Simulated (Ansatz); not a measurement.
This script drives the Ansatz DFT code, driven from Python.

`tlau3.py`:
```python
import warnings

import ansatz as az
import numpy as np

vectors0 = np.array([
    [-2.10311, 2.10311, 4.578737],
    [2.10311, -2.10311, 4.578737],
    [2.10311, 2.10311, -4.578737],
])
sites = [
    ('Tl', [0.0, 0.0, 0.0]),
    ('Au', [0.75, 0.25, 0.5]),
    ('Au', [0.25, 0.75, 0.5]),
    ('Au', [0.5, 0.5, 0.0]),
]


def build(cell):
    crystal = az.Crystal(lattice=az.Lattice.of(cell))
    for symbol, position in sites:
        crystal = crystal.atom(symbol, position)
    return crystal


def main() -> None:
    warnings.simplefilter('ignore', az.DeckWarning)

    def solve(crystal):
        return (
            crystal.calculation()
            .functional(az.Functional.LDA)
            .mixing('anderson', preconditioner='local_kerker')
            .occupations('gaussian')
            .scf(max_iterations=200)
            .basis(460, grid_basis='typed')
            .kpoints(8, 8, 8)
            .density()
            .run(threads=1)
        )


    whole = solve(build(vectors0))
    difference = whole.density().channels[0].density_e_per_ang3.copy()
    binding = whole.report['free_energy_ev']
    for element in ['Tl', 'Au']:
        part = az.Crystal(lattice=az.Lattice.of(vectors0))
        for symbol, position in sites:
            if symbol == element:
                part = part.atom(symbol, position)
        alone = solve(part)
        difference -= alone.density().channels[0].density_e_per_ang3
        binding -= alone.report['free_energy_ev']
        print(f'{element} sublattice: {alone.report["n_electrons"]:g} electrons, {alone.report["n_iterations"]} iterations')

    voxel = abs(np.linalg.det(vectors0)) / difference.size
    print(f'energy of the crystal less its unpolarised sublattices: {binding / len(sites):.4f} eV/atom')
    print(f'net charge of the difference {difference.sum() * voxel:.5f} e, charge rearranged {0.5 * np.abs(difference).sum() * voxel:.3f} e')
    print(f'extremes {difference.min():.4f} and {difference.max():.4f} e/A^3')
    for (symbol, position) in sites:
        index = tuple(int(round(p * n)) % n for p, n in zip(position, difference.shape))
        print(f'  change of the pseudo-density at the grid point nearest {symbol}: {difference[index]:+.4f} e/A^3')
    profile = difference.mean(axis=(0, 1))
    print('planar mean along the third vector:', np.round(profile[:: max(len(profile) // 12, 1)], 4))


if __name__ == '__main__':
    main()
```

It is started by `python tlau3.py`. Estimate its wall time and peak memory on 1 thread of Arm Neoverse V1, with other jobs on the host.

It took about 20 s, with a peak of 0.48 GiB, for 3 runs of the engine.

```console
$ python tlau3.py
Tl sublattice: 13 electrons, 6 iterations
Au sublattice: 57 electrons, 6 iterations
energy of the crystal less its unpolarised sublattices: -0.8296 eV/atom
net charge of the difference -0.00000 e, charge rearranged 0.336 e
extremes -0.1117 and 0.1029 e/A^3
  change of the pseudo-density at the grid point nearest Tl: +0.1029 e/A^3
  change of the pseudo-density at the grid point nearest Au: +0.0069 e/A^3
  change of the pseudo-density at the grid point nearest Au: +0.0069 e/A^3
  change of the pseudo-density at the grid point nearest Au: -0.0044 e/A^3
planar mean along the third vector: [-0.0012 -0.0001 -0.0008 -0.0014 -0.      0.0005  0.002   0.0025  0.0008
  0.0002 -0.001  -0.0013 -0.     -0.001 ]
```

Reading the output:
- These settings explore the input space; cutoff and mesh may be short of convergence.
- For a metal this k-point mesh is coarse: on a finer one energies can move by several to tens of meV an atom and pressures by half a GPa or more, differences at one mesh by less.
- Spin-orbit coupling, which matters for elements this heavy, is left out.
- Densities and potentials on the grid are those of the valence electrons, and inside the cores they hang on the potentials used.
- This cell is a computed structure, which may not be the phase found in nature.
- Charge moved counts every rearrangement, bonding and polarisation too, and is no transfer between atoms; the bare sublattices are artificial references. Values near the nuclei depend on the potentials.
